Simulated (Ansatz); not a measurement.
**CH6O2Si: up Jacob's ladder to CCSD(T)**

The task here is to estimate one member of a computed series from the others.

The runs use Ansatz 0.2.0, Gaussian basis; functionals in def2-TZVPP, the program's frozen cores in correlated methods.

Levels to be run: LDA (SPW92), PBE-D4, revPBE-D4, BLYP-D4, r2SCAN-D4, B97M-V, PBE0-D4, B3LYP-D4, r2SCANh-D4, r2SCAN0-D4, HSE06-D4, BHLYP-D4, CAM-B3LYP-D4, LC-ωPBE, ωB97X-V, ωB97M-V, B2PLYP, PBE-QIDH; CCSD(T)/def2-SVP; CCSD(T)/def2-TZVPP; CCSD(T)/def2-QZVPP; extrapolation to the limit; RPA on PBE.

## Structure used throughout

An earlier PBE0-D4 in a triple-zeta def2 set relaxation fixed the geometry.

10 atoms, charge 0, spin multiplicity 1.

Atoms are counted from 1 here; the program's logs count them from 0.

Bond lengths: C1–Si2 1.852 Å, C1–H5 1.093 Å, C1–H6 1.093 Å, C1–H7 1.092 Å, Si2–O3 1.647 Å, Si2–O4 1.647 Å, Si2–H8 1.484 Å, O3–H9 0.958 Å, O4–H10 0.958 Å. Angles: Si2–C1–H5 111.0°, Si2–C1–H6 110.6°, Si2–C1–H7 110.8°, H5–C1–H6 107.7°, H5–C1–H7 108.3°, H6–C1–H7 108.3°, C1–Si2–O3 105.2°, C1–Si2–O4 112.8°, C1–Si2–H8 113.0°, O3–Si2–O4 112.2°, O3–Si2–H8 110.8°, O4–Si2–H8 103.1°, Si2–O3–H9 117.2°, Si2–O4–H10 117.6°.

The first run:

File in.yaml:

```yaml
crystal:
  periodic: [false, false, false]
  atoms:
    - {symbol: C, position_ang: [-1.293045, 0.347810, -0.146437]}
    - {symbol: Si, position_ang: [0.517513, 0.180008, 0.206826]}
    - {symbol: O, position_ang: [0.650426, -1.156001, 1.160823]}
    - {symbol: O, position_ang: [1.425043, 0.058513, -1.161614]}
    - {symbol: H, position_ang: [-1.681107, -0.549765, -0.635582]}
    - {symbol: H, position_ang: [-1.853443, 0.489093, 0.780777]}
    - {symbol: H, position_ang: [-1.484434, 1.203829, -0.797368]}
    - {symbol: H, position_ang: [1.088630, 1.369882, 0.884667]}
    - {symbol: H, position_ang: [1.521460, -1.366939, 1.499789]}
    - {symbol: H, position_ang: [1.192056, -0.627628, -1.788880]}
basis:
  gaussian: {orbitals: def2-TZVPP}
hamiltonian: {xc: lda}
output: {orbitals: {seedname: orbitals}}
```

Run with:

```console
$ ansatz run in.yaml --threads 2 --pin off --events-out ev --progress --plain --max-ram 32768MiB --backend cpu
```

Among the steps run: LDA; PBE-D4 (GGA); revPBE-D4 (GGA); BLYP-D4 (GGA); r2SCAN-D4 (meta-GGA); B97M-V (meta-GGA); PBE0-D4 (hybrid); B3LYP-D4 (hybrid); r2SCANh-D4 (hybrid); r2SCAN0-D4 (hybrid); HSE06-D4 (hybrid); BHLYP-D4 (hybrid); CAM-B3LYP-D4 (range-separated); LC-ωPBE (range-separated); ωB97X-V (range-separated); ωB97M-V (range-separated); B2PLYP (double hybrid); PBE-QIDH (double hybrid).

One table of the session follows, with a row left open; its other results are not shown here.

It belongs to the step «Orbital energies across the functionals». 

| functional | HOMO (eV) | LUMO (eV) | gap (eV) |
| --- | --- | --- | --- |
| LDA (SPW92) | -7.16 | -0.26 | 6.89 |
| PBE-D4 | -7.05 | -0.11 | 6.93 |
| revPBE-D4 | -7.00 | -0.04 | 6.96 |
| BLYP-D4 | -6.97 | -0.16 | 6.81 |
| r2SCAN-D4 | -7.39 | 0.57 | 7.96 |
| B97M-V | -7.49 | 0.13 | 7.62 |
| PBE0-D4 | -8.52 | 0.75 | 9.28 |
| B3LYP-D4 | -8.32 | 0.38 | 8.69 |
| r2SCANh-D4 | -7.94 | 0.83 | 8.77 |
| r2SCAN0-D4 | ? | ? | ? |
| HSE06-D4 | -8.12 | 0.39 | 8.50 |
| BHLYP-D4 | -9.92 | 1.37 | 11.29 |
| CAM-B3LYP-D4 | -9.97 | 1.50 | 11.47 |
| LC-ωPBE | -11.31 | 2.84 | 14.16 |
| ωB97X-V | -10.97 | 2.64 | 13.61 |
| ωB97M-V | -10.82 | 2.18 | 13.00 |

Estimate the missing values for r2SCAN0-D4.

Worked estimate for «HOMO (eV)». Against the share of exact exchange, r2SCAN-D4 (0, -7.39), r2SCANh-D4 (0.1, -7.94) give a slope of -5.50 per unit share; at 0.25 the line stands at -8.76.

**Answer.** HOMO (eV): -8.75; LUMO (eV): 1.20; gap (eV): 9.95. In «HOMO (eV)» the line misses by -0.01.
